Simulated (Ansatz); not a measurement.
# GaBHCl+ (quartet): wave-function methods side by side, cc-pVDZ

The task here is to estimate one member of a computed series from the others.

Method: cc-pVDZ, core rule «outside noble gas», up to 20 orbitals frozen; program: Ansatz 0.2.0, Gaussian basis.

To be run: UHF; CCSD(T) on ROHF; CCSD(T) on UHF; BCCD(T) on ROHF; CISD as a restricted active space (open shells left free, so some higher excitations enter); CCSDT(Q) on ROHF; CCSDT(Q) on UHF.

26 further runs of the same task are left out: 2 for a known fault of the program, 13 that didn't finish, 11 set aside as unsound or not needed. Runs told in other sessions of the task aren't counted.

## What is computed

The geometry is a PBE0/def2-TZVP stationary point (not a proven minimum) of the parent state, kept for this charge and spin. No spin-orbit coupling is included. The filled d shell of Ga may be among the frozen orbitals whatever the setting's name suggests.

4 atoms, charge 1, spin multiplicity 4.

Atoms are counted from 1 here; the program's logs count them from 0.

Bond lengths: B1–Ga2 1.909 Å, B1–H4 1.183 Å, Ga2–Cl3 2.110 Å. Angles: Ga2–B1–H4 148.6°, B1–Ga2–Cl3 161.5°.

The first run:

Input file in.yaml:

```yaml
crystal:
  periodic: [false, false, false]
  atoms:
    - {symbol: B, position_ang: [0.000000, -0.342826, 2.296381]}
    - {symbol: Ga, position_ang: [0.000000, 0.098129, 0.439441]}
    - {symbol: Cl, position_ang: [0.000000, -0.089117, -1.661752]}
    - {symbol: H, position_ang: [0.000000, 0.023715, 3.421568]}
basis:
  gaussian: {orbitals: cc-pVDZ}
total_charge: 1
magnetization: {spin_polarized: true, initial_magnetization: 3}
hamiltonian: {xc: hf}
output: {orbitals: {seedname: orbitals}}
```

Run with:

```console
ansatz run in.yaml --threads 1 --pin off --events-out ev --progress --plain --max-ram 2393MiB
```

Steps of the session up to this table: UHF; CCSD(T) on ROHF; CCSD(T) on UHF; BCCD(T) on ROHF; CISD as a restricted active space (open shells left free, so some higher excitations enter); CCSDT(Q) on ROHF; CCSDT(Q) on UHF.

One table of the session follows, with a row left open; its other results are not shown here.

```
   method  from UCCSDT(Q) (kcal/mol)
     ROHF                    +168.53
      UHF                    +167.17
     RMP2                     +30.34
     UMP2                          ?
    RCCSD                      +7.32
    UCCSD                      +7.13
 RCCSD(T)                      +1.92
 UCCSD(T)                      +1.77
  BCCD(T)                      +1.94
   RCCSDT                      +0.71
   UCCSDT                      +0.56
RCCSDT(Q)                      +0.25
UCCSDT(Q)                          0
```

**Question.** Estimate the row for UMP2.

The run gave: from UCCSDT(Q) (kcal/mol): +29.84. In the column «from UCCSDT(Q) (kcal/mol)» it lies between RCCSD (+7.32) and RMP2 (+30.34).

Not comparable, so not listed: CISD as a restricted active space (open shells left free, so some higher excitations enter) (they don't share determinant, frozen orbitals or solution with the rows shown, or repeat one).

Limits of these values: Restricted and unrestricted rows rest on different reference determinants; a gap between their highest levels can come from leftover correlation error, from unlike frozen cores or from another state.
